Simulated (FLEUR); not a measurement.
# HgTe (Coloradoite) (F-43m) in FLEUR: notebook

The runs below take HgTe (Coloradoite) through band structure, equation of state, with PBEsol, r2SCAN.

All numbers are computed with FLEUR MaX-R8.1 (later development tree); they aren't measurements. Logs are shortened: lines on timing, memory, paths and dates and some standing lists are left out, and cuts for length are marked.

### Step 1. The structure

It takes space group F-43m (No. 216, cubic). Conventional cell: a = 6.429 Å, b = 6.429 Å, c = 6.429 Å, α = 90.00°, β = 90.00°, γ = 90.00°. Hg (site symmetry -43m) has 4 Te at 2.78 Å as nearest neighbours. Te (site symmetry -43m) has 4 Hg at 2.78 Å as nearest neighbours.

### Step 2. Band structure, PBEsol

File inp.xml:

```xml
<?xml version="1.0" encoding="UTF-8" standalone="no"?>
<fleurInput fleurInputVersion="0.39">
   <comment>
      HgTe                                                                                                
   </comment>
   <calculationSetup>
      <cutoffs Kmax="4.14" Gmax="12.8" GmaxXC="12.8" numbands="0"/>
      <scfLoop itmax="60" minDistance="0.00001" maxIterBroyd="15" imix="Anderson" alpha="0.05" precondParam="0.0" spinf="2.0" sdNocoIR="T"/>
      <coreElectrons ctail="T" frcor="F" kcrel="0" coretail_lmax="0"/>
      <xcFunctional name="PBEs" relativisticCorrections="F"/>
      <magnetism jspins="1"/>
      <soc l_soc="F" theta="0.0" phi="0.0" spav="F"/>
      <expertModes spex="0" secvar="F"/>
      <geometryOptimization l_f="F" forcealpha="1.0" forcemix="BFGS" epsdisp="0.00001" epsforce="0.00001"/>
      <ldaU l_linMix="F" mixParam="0.05" spinf="1.0"/>
   </calculationSetup>
   <cell>
      <bzIntegration valenceElectrons="42.0" mode="hist" fermiSmearingEnergy="0.00183747">
         <kPointListSelection listName="default-1"/>
         <!-- k-points included here -->
         <xi:include xmlns:xi="http://www.w3.org/2001/XInclude" href="kpts.xml"> </xi:include>
      </bzIntegration>
      <!-- symmetry operations included here -->
      <xi:include xmlns:xi="http://www.w3.org/2001/XInclude" href="sym.xml"> </xi:include>
      <bulkLattice scale="1.0">
         <bravaisMatrix>
[... 32 lines left out ...]
         <lo type="SCLO" l="1" n="4" eDeriv="1"/>
         <lo type="SCLO" l="2" n="4" eDeriv="0"/>
         <lo type="SCLO" l="2" n="4" eDeriv="1"/>
         <lo type="SCLO" l="0" n="5" eDeriv="2"/>
         <lo type="SCLO" l="3" n="4" eDeriv="2"/>
      </species>
   </atomSpecies>
   <atomGroups>
      <atomGroup species="Mercury (Hg)">
         <relPos label="                   1">.0000000000 .0000000000 .0000000000</relPos>
         <force calculate="T" relaxXYZ="TTT"/>
      </atomGroup>
      <atomGroup species="Tellurium (Te)">
         <relPos label="                   2">-1.000/4.000 -1.000/4.000 -1.000/4.000</relPos>
         <force calculate="T" relaxXYZ="TTT"/>
      </atomGroup>
   </atomGroups>
   <output dos="F" band="F" slice="F">
      <checks vchk="F" cdinf="F"/>
      <bandDOS minEnergy="-.5*Htr" maxEnergy="0.5*Htr" sigma="0.015" storeEVData="T"/>
      <vacuumDOS vacdos="F" integ="F" star="F" nstars="0" locx1="0.0" locy1="0.0" locx2="0.0" locy2="0.0" nstm="0" tworkf="0.0"/>
      <unfoldingBand unfoldBand="F" supercellX="1" supercellY="1" supercellZ="1"/>
      <plotting iplot="0" polar="F">
         <plot TwoD="T" vec1="  1.0  0.0  0.0" vec2="  0.0  1.0  0.0" vec3="  0.0  0.0  1.0" zero="  0.0  0.0  0.0" file="plot"/>
      </plotting>
      <chargeDensitySlicing numkpt="0" minEigenval="0.0" maxEigenval="0.0" nnne="0" pallst="F"/>
      <specialOutput eonly="F"/>
      <moessbauerParams electricFieldGradient="T" isomerShift="T" coreHyperfine="T" valenceHyperfine="T"/>
      <magneticCircularDichroism mcd="F" energyLo="-10.0" energyUp="0.0"/>
   </output>
  <!-- We include the file relax.xml here to enable relaxations (see documentation) -->
  <xi:include xmlns:xi="http://www.w3.org/2001/XInclude" href="relax.xml"> <xi:fallback/> </xi:include>
</fleurInput>
```

File crystal.txt:

```
HgTe
&input cartesian=F /
0.0000000000  3.2145000000  3.2145000000
3.2145000000  0.0000000000  3.2145000000
3.2145000000  3.2145000000  0.0000000000
1.8897261246
1.0 1.0 1.0

2
80 0.0000000000  0.0000000000  0.0000000000
52 0.7500000000  0.7500000000  0.7500000000

&kpt div1=7 div2=7 div3=7 gamma=T /
```

File inp.xml (bands):

```
<?xml version="1.0" encoding="UTF-8" standalone="no"?>
<fleurInput fleurInputVersion="0.39">
   <comment>
      HgTe                                                                                                
   </comment>
   <calculationSetup>
      <cutoffs Kmax="4.14" Gmax="12.8" GmaxXC="12.8" numbands="0"/>
      <scfLoop itmax="60" minDistance="0.00001" maxIterBroyd="15" imix="Anderson" alpha="0.05" precondParam="0.0" spinf="2.0" sdNocoIR="T"/>
      <coreElectrons ctail="T" frcor="F" kcrel="0" coretail_lmax="0"/>
      <xcFunctional name="PBEs" relativisticCorrections="F"/>
      <magnetism jspins="1"/>
      <soc l_soc="F" theta="0.0" phi="0.0" spav="F"/>
      <expertModes spex="0" secvar="F"/>
      <geometryOptimization l_f="F" forcealpha="1.0" forcemix="BFGS" epsdisp="0.00001" epsforce="0.00001"/>
      <ldaU l_linMix="F" mixParam="0.05" spinf="1.0"/>
   </calculationSetup>
   <cell>
      <bzIntegration valenceElectrons="42.0" mode="hist" fermiSmearingEnergy="0.00183747">
         <kPointListSelection listName="path-1"/>
         <!-- k-points included here -->
         <xi:include xmlns:xi="http://www.w3.org/2001/XInclude" href="kpts.xml"> </xi:include>
      </bzIntegration>
      <!-- symmetry operations included here -->
      <xi:include xmlns:xi="http://www.w3.org/2001/XInclude" href="sym.xml"> </xi:include>
      <bulkLattice scale="1.0">
         <bravaisMatrix>
[... 31 lines left out ...]
         <lo type="SCLO" l="1" n="4" eDeriv="0"/>
         <lo type="SCLO" l="1" n="4" eDeriv="1"/>
         <lo type="SCLO" l="2" n="4" eDeriv="0"/>
         <lo type="SCLO" l="2" n="4" eDeriv="1"/>
         <lo type="SCLO" l="0" n="5" eDeriv="2"/>
         <lo type="SCLO" l="3" n="4" eDeriv="2"/>
      </species>
   </atomSpecies>
   <atomGroups>
      <atomGroup species="Mercury (Hg)">
         <relPos label="                   1">.0000000000 .0000000000 .0000000000</relPos>
         <force calculate="T" relaxXYZ="TTT"/>
      </atomGroup>
      <atomGroup species="Tellurium (Te)">
         <relPos label="                   2">-1.000/4.000 -1.000/4.000 -1.000/4.000</relPos>
         <force calculate="T" relaxXYZ="TTT"/>
      </atomGroup>
   </atomGroups>
   <output dos="F" band="T" slice="F">
      <checks vchk="F" cdinf="F"/>
      <bandDOS minEnergy="-.5*Htr" maxEnergy="0.5*Htr" sigma="0.015" storeEVData="T"/>
      <vacuumDOS vacdos="F" integ="F" star="F" nstars="0" locx1="0.0" locy1="0.0" locx2="0.0" locy2="0.0" nstm="0" tworkf="0.0"/>
      <unfoldingBand unfoldBand="F" supercellX="1" supercellY="1" supercellZ="1"/>
      <plotting iplot="0" polar="F">
         <plot TwoD="T" vec1="  1.0  0.0  0.0" vec2="  0.0  1.0  0.0" vec3="  0.0  0.0  1.0" zero="  0.0  0.0  0.0" file="plot"/>
      </plotting>
      <chargeDensitySlicing numkpt="0" minEigenval="0.0" maxEigenval="0.0" nnne="0" pallst="F"/>
      <specialOutput eonly="F"/>
      <moessbauerParams electricFieldGradient="T" isomerShift="T" coreHyperfine="T" valenceHyperfine="T"/>
      <magneticCircularDichroism mcd="F" energyLo="-10.0" energyUp="0.0"/>
   </output>
  <!-- We include the file relax.xml here to enable relaxations (see documentation) -->
  <xi:include xmlns:xi="http://www.w3.org/2001/XInclude" href="relax.xml"> <xi:fallback/> </xi:include>
</fleurInput>
```

Potentials or basis: all-electron, FLAPW.

Command:

```bash
$ inpgen -f crystal.txt -profile fastHighL
$ # inp.xml edited to the form shown
$ fleur_MPI
$ fleur_MPI   # second run, on inp.xml (bands)
```

Standard output:

```text
Welcome to FLEUR        (www.flapw.de)
      MaX-Release 8.1          (www.max-centre.eu)

 ========== k-point set info ==========
 Selected k-point list: default-1
 k-point list type: mesh
 7 x 7 x 7
 Number of k points: 20

 ------------Calculation Setup---------------------------
 Number of MPI-tasks      :            1
 Number of PE/node        :            1
 Number of OMP-threads    :            1
 Most efficient MPI parallelization for:
           1           2           4           5          10          20
 Additional eigenvalue parallelization possible
 Number of basis functions:          632
 Approximate size of matrices (H+S) per k-point:         0.012 GB
 --------------------------------------------------------
 Iteration:     1   Distance:       8.95442104 me/bohr^3
 Iteration:     2   Distance:       8.26200995 me/bohr^3
 Iteration:     3   Distance:       4.20598425 me/bohr^3
 Iteration:     4   Distance:       1.20253887 me/bohr^3
 Iteration:     5   Distance:       0.93830293 me/bohr^3
 Iteration:     6   Distance:       0.12627711 me/bohr^3
 Iteration:     7   Distance:       0.07979673 me/bohr^3
 Iteration:     8   Distance:       0.03117530 me/bohr^3
 Iteration:     9   Distance:       0.00437888 me/bohr^3
 Iteration:    10   Distance:       0.00299062 me/bohr^3
 Iteration:    11   Distance:       0.00104664 me/bohr^3
 Iteration:    12   Distance:       0.00012467 me/bohr^3
 Iteration:    13   Distance:       0.00010761 me/bohr^3
 Iteration:    14   Distance:       0.00000933 me/bohr^3

 ********************************************************************
 Run finished successfully
 Stop message:
   all done
 ********************************************************************
```

output (bands):

```text
Welcome to FLEUR        (www.flapw.de)
      MaX-Release 8.1          (www.max-centre.eu)

 ========== k-point set info ==========
 Selected k-point list: path-1
 k-point list type: path
 Number of k points: 60

 ------------Calculation Setup---------------------------
 Number of MPI-tasks      :            1
 Number of PE/node        :            1
 Number of OMP-threads    :            1
 Most efficient MPI parallelization for:
           1           2           3           4           5           6          10          12          15          20          30          60
 Additional eigenvalue parallelization possible
 Number of basis functions:          636
 Approximate size of matrices (H+S) per k-point:         0.012 GB
 --------------------------------------------------------
 Fermi energy correction for metals:
 Fermi energy in bands.* files may not be consistent with last density.
 Please correct it manually (e.g. in band.gnu file).

 Note: Band structure data (together with different weights) is also stored in the banddos.hdf file.
       A convenient way of extracting and plotting the data from that file is by making use of the

 ********************************************************************
 Run finished successfully
 Stop message:
   Charge density postprocessing done.
 ********************************************************************
```

out.xml (last iteration):

```text
<iteration numberForCurrentRun="   14" overallNumber="   14">
         <energyParameters units="Htr">
            <atomicEP atomType="1" spin="1" branch="6s" branchLowest="-4.02" branchHighest="1.40" value="-0.0392650466"/>
            <atomicEP atomType="1" spin="1" branch="6p" branchLowest="-2.10" branchHighest="2.43" value="0.1448919760"/>
            <atomicEP atomType="1" spin="1" branch="5d" branchLowest="-12.47" branchHighest="0.17" value="-0.0401675431"/>
            <atomicEP atomType="1" spin="1" branch="5f" branchLowest="-3.21" branchHighest="2.43" value="0.4450569687"/>
            <loAtomicEP atomType="1" spin="1" branch="5s" branchLowest="-27.87" branchHighest="-4.02" value="-4.0269116962"/>
            <loAtomicEP atomType="1" spin="1" branch="5p" branchLowest="-20.81" branchHighest="-2.10" value="-2.1792044304"/>
            <loAtomicEP atomType="1" spin="1" branch="5p" branchLowest="-20.81" branchHighest="-2.10" value="-2.1792044304"/>
            <loAtomicEP atomType="1" spin="1" branch="5d" branchLowest="-12.47" branchHighest="0.17" value="-0.0613775031"/>
            <loAtomicEP atomType="1" spin="1" branch="5f" branchLowest="-3.21" branchHighest="2.43" value="0.4450517867"/>
            <atomicEP atomType="2" spin="1" branch="5s" branchLowest="-5.65" branchHighest="0.41" value="-0.2321520802"/>
            <atomicEP atomType="2" spin="1" branch="5p" branchLowest="-3.81" branchHighest="1.09" value="0.0498637283"/>
            <atomicEP atomType="2" spin="1" branch="5d" branchLowest="-1.13" branchHighest="2.29" value="0.2807765579"/>
            <atomicEP atomType="2" spin="1" branch="4f" branchLowest="-9.99" branchHighest="1.56" value="0.4366064313"/>
            <loAtomicEP atomType="2" spin="1" branch="4p" branchLowest="-29.12" branchHighest="-3.81" value="-3.8261312777"/>
            <loAtomicEP atomType="2" spin="1" branch="4p" branchLowest="-29.12" branchHighest="-3.81" value="-3.8261312777"/>
            <loAtomicEP atomType="2" spin="1" branch="4d" branchLowest="-20.18" branchHighest="-1.13" value="-1.1454371412"/>
            <loAtomicEP atomType="2" spin="1" branch="4d" branchLowest="-20.18" branchHighest="-1.13" value="-1.1454371412"/>
            <loAtomicEP atomType="2" spin="1" branch="5s" branchLowest="-5.65" branchHighest="0.41" value="-0.2321520802"/>
            <loAtomicEP atomType="2" spin="1" branch="4f" branchLowest="-9.99" branchHighest="1.56" value="0.4366066184"/>
         </energyParameters>
         <eigenvalues>
            <eigenvaluesAt spin="1" ikpt="1" k_x="0.00000000" k_y="0.00000000" k_z="0.00000000">
                      -4.0268905720       -3.8145149758       -3.8145149758       -3.8145149758       -2.1273956281
                      -2.1273956281       -2.1273956281       -1.1485779054       -1.1485779054       -1.1485779054
                      -1.1482382759       -1.1482382759       -0.2447637896       -0.0717839063       -0.0717839063
                      -0.0717839063       -0.0513566919       -0.0513566919        0.1733213048        0.2016217560
                       0.2016217560        0.2016217560        0.3548147728        0.3548147728        0.3548147728
                       0.4326941693        0.5585053081        0.5585053081        0.5589612411        0.5589612411
                       0.5589612411        0.6385168714        0.8683699937
[... 84 lines left out ...]
               <shell n="4" l="2" isomerShift="0.00068"/>
               <shell n="4" l="3" isomerShift="0.00000"/>
            </coreIsomerShift>
            <coreIsomerShift atomType="2" isTotal="231852.49549">
               <shell n="1" l="0" isomerShift="201377.51134"/>
               <shell n="2" l="0" isomerShift="23973.01360"/>
               <shell n="2" l="1" isomerShift="631.57617"/>
               <shell n="3" l="0" isomerShift="4736.38848"/>
               <shell n="3" l="1" isomerShift="135.36063"/>
               <shell n="4" l="0" isomerShift="998.64524"/>
               <shell n="3" l="2" isomerShift="0.00003"/>
            </coreIsomerShift>
            <isomerShift atomType="1" nucleusRadius="0.0001383" averageDensity="2519766.28326"/>
            <isomerShift atomType="2" nucleusRadius="0.0001189" averageDensity="231969.93861"/>
            <electricFieldGradient atomType="1" VXX="0.00000" VYY="0.00000" VZZ="0.00000" asymParam="0.00000">
            </electricFieldGradient>
            <electricFieldGradient atomType="2" VXX="0.00000" VYY="0.00000" VZZ="0.00000" asymParam="0.00000">
            </electricFieldGradient>
         </moessbauerParams>
         <totalEnergy                                    value="   -26450.4235029706" units="Htr">
            <sumOfEigenvalues                            value="   -16242.2935605683">
               <coreElectrons value="-16186.6888546228"/>
               <valenceElectrons value="-55.6047059455"/>
            </sumOfEigenvalues>
            <densityCoulombPotentialIntegral value="-45394.5423007559"/>
            <densityEffectivePotentialIntegral value="-46107.5760882429"/>
            <chargeDenXCDenIntegral value="-541.5761553608"/>
            <FockExchangeEnergyValence value="0.0000000000"/>
            <FockExchangeEnergyCore value="0.0000000000"/>
            <atomTypeDependentContributions atomType="1">
               <electronNucleiInteractionDifferentMTs value="24772.9463836294"/>
               <MadelungTerm value="-41.3345154889"/>
            </atomTypeDependentContributions>
            <atomTypeDependentContributions atomType="2">
               <electronNucleiInteractionDifferentMTs value="8235.3305626447"/>
               <MadelungTerm value="-27.2472631435"/>
            </atomTypeDependentContributions>
            <tkbTimesEntropy value="0.0000251047"/>
            <freeEnergy value="-26450.4235280753"/>
            <extrapolationTo0K value="-26450.4235155229"/>
         </totalEnergy>
         <densityConvergence units="me/bohr^3">
            <chargeDensity spin="1" distance="0.0000093301"/>
         </densityConvergence>
      </iteration>
```

It took 3.4 min on 1 thread of Intel Xeon at 2.50GHz (Skylake/Cascade Lake), shared host; peak memory 0.08 GiB.

Results:

* Free energy: -719752.6910 eV
* Band gap along the path: none (metal or under the smearing width)
* Valence electrons inside the program's atomic spheres: Hg 17.87; Te 19.72 (radii Hg 2.37, Te 2.51 bohr)

Levels at the corners of the path, in eV from the Fermi level:
```csv
point,band 18,band 19,band 20,band 21,band 22,band 23,band 24,band 25
Γ,-6.92,-0.81,-0.04,-0.04,-0.04,4.13,4.13,4.13
X,-6.46,-5.59,-2.40,-2.40,1.80,2.30,8.09,8.86
W,-6.28,-5.70,-2.82,-2.69,3.10,4.49,5.18,6.02
K,-6.37,-5.63,-3.07,-2.00,2.15,3.91,6.91,7.14
Γ,-6.92,-0.81,-0.04,-0.04,-0.04,4.13,4.13,4.13
L,-6.61,-5.68,-1.07,-1.07,0.60,4.95,4.95,6.65
U,-6.37,-5.63,-3.07,-2.00,2.15,3.91,6.91,7.14
W,-6.28,-5.70,-2.82,-2.69,3.10,4.49,5.18,6.02
L,-6.61,-5.68,-1.07,-1.07,0.60,4.95,4.95,6.65
K,-6.37,-5.63,-3.07,-2.00,2.15,3.91,6.91,7.14
U,-6.37,-5.63,-3.07,-2.00,2.15,3.91,6.91,7.14
X,-6.46,-5.59,-2.40,-2.40,1.80,2.30,8.09,8.86
```

Core levels (eV from the Fermi level):
```tsv
atom	levels
1 Hg	1s1/2 -83017.6, 2s1/2 -14699.4, 2p1/2 -14102.0, 2p3/2 -12154.9, 3s1/2 -3485.6, 3p1/2 -3216.9, 3p3/2 -2785.7, 4s1/2 -764.0, 3d3/2 -2341.5, 3d5/2 -2249.0, 4p1/2 -648.9, 4p3/2 -544.6, 4d3/2 -356.7, 4d5/2 -337.3, 4f5/2 -95.4, 4f7/2 -91.2
2 Te	1s1/2 -31586.9, 2s1/2 -4838.7, 2p1/2 -4533.8, 2p3/2 -4259.5, 3s1/2 -959.0, 3p1/2 -833.6, 3p3/2 -782.5, 4s1/2 -159.2, 3d3/2 -561.1, 3d5/2 -550.4
```

Caveat: spin-orbit coupling is left out, which moves the levels of the heavy elements.

(Part 1 of 2 ends here.)
